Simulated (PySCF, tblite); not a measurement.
**C₅H₄BF₃O: geometry, infrared bands and NMR shifts**

Wanted: the infrared bands and NMR shifts of C₅H₄BF₃O (`CC(=O)[C@H]1C(F)=C1B(F)F`), by calculation.

The runs use tblite 0.8.0 and PySCF 2.14.0, with density-fitted response routines of our own; the level of theory stands in each step. All values are computed, except where a source is named. Atoms count from 0, in the outputs and in this text.

**1. The molecule as given**

14 atoms, charge 0, multiplicity 1; geometry from: force field or distance geometry start.

Bonds of the start (Å): C0–C1 1.50, C1–O2 1.22, C1–C3 1.51, C3–C4 1.41, C4–F5 1.35, C4–C6 1.46, C6–B7 1.56, B7–F8 1.45, B7–F9 1.44, C6–C3 1.41, C0–H10 1.12, C0–H11 1.10, C0–H12 1.11, C3–H13 1.10.

**2. Optimising the geometry with GFN2-xTB**

What the job is given:

```
{"job": {"kind": "relax", "xc": "GFN2-xTB", "basis": "xTB"}, "charge": 0, "multiplicity": 1}
C     -1.636600    -0.926100    -0.589800
C     -1.282700     0.221300     0.302900
O     -1.990000     0.480700     1.265700
C     -0.075300     1.075900     0.010000
C      0.701800     1.379800     1.150800
F      0.895600     2.086600     2.283300
C      1.145100     0.395400     0.172400
B      2.204700    -0.642200    -0.312400
F      1.974000    -1.388600    -1.535100
F      3.397300    -0.874500     0.453900
H     -2.669600    -0.766300    -0.995500
H     -0.938200    -1.004100    -1.436900
H     -1.628300    -1.871500    -0.004600
H     -0.098400     1.833200    -0.786700
```

Run with:

```
$ OMP_NUM_THREADS=1 python probes_run.py task.json out
```

The driver reads the jobs from task.json and runs them one after another.

**Question.** This job is followed by: GFN2-xTB harmonic vibrations, gas phase; GIAO PBE0/pcSseg-1 NMR shielding, non-relativistic, gas phase. What will the session give for the following? strongest single infrared mode (GFN2-xTB); zero-point energy (GFN2-xTB); ¹³C shifts against TMS (PBE0/pcSseg-1); ¹H shifts against TMS (PBE0/pcSseg-1, means over atoms taken as alike); ¹⁷O shifts against H2O (PBE0/pcSseg-1); ¹⁹F shifts against CFCl3 (PBE0/pcSseg-1, means over atoms taken as alike); ¹¹B shifts against BF3·OEt2 (PBE0/pcSseg-1).

**Answer**, as computed:

```
                                                                 quantity                               value
                                strongest single infrared mode (GFN2-xTB)               1943 cm⁻¹, 513 km/mol
                                             zero-point energy (GFN2-xTB)                       53.0 kcal/mol
                                   ¹³C shifts against TMS (PBE0/pcSseg-1)  210.9, 168.5, 73.4, 38.6, 33.6 ppm
   ¹H shifts against TMS (PBE0/pcSseg-1, means over atoms taken as alike)                      3.11, 2.37 ppm
                                   ¹⁷O shifts against H2O (PBE0/pcSseg-1)                           651.3 ppm
¹⁹F shifts against CFCl3 (PBE0/pcSseg-1, means over atoms taken as alike)                   -79.3, -105.5 ppm
                              ¹¹B shifts against BF3·OEt2 (PBE0/pcSseg-1)                            18.1 ppm
```

**Reading.** Over 141 steps the energy fell by 1.926 eV; of the close pairs, C4–C6 changed most, 1.457 to 1.304 Å. No mode is imaginary among the 36: a minimum at this level. The strongest single mode, at 1943 cm⁻¹, moves mainly C4 and C6. GFN2-xTB is a fitted tight-binding method: band positions and strengths are rough. Its intensities can rank the bands wrongly. C1 (ketone carbonyl carbon) lies farthest downfield among carbon, at 210.9 ppm; low-lying n→π* states of the double bond to the heteroatom give a large paramagnetic term (-272 ppm). At PBE0/pcSseg-1: Shielding is most anisotropic at O2 (span 1281 ppm, paramagnetic term -717 ppm).
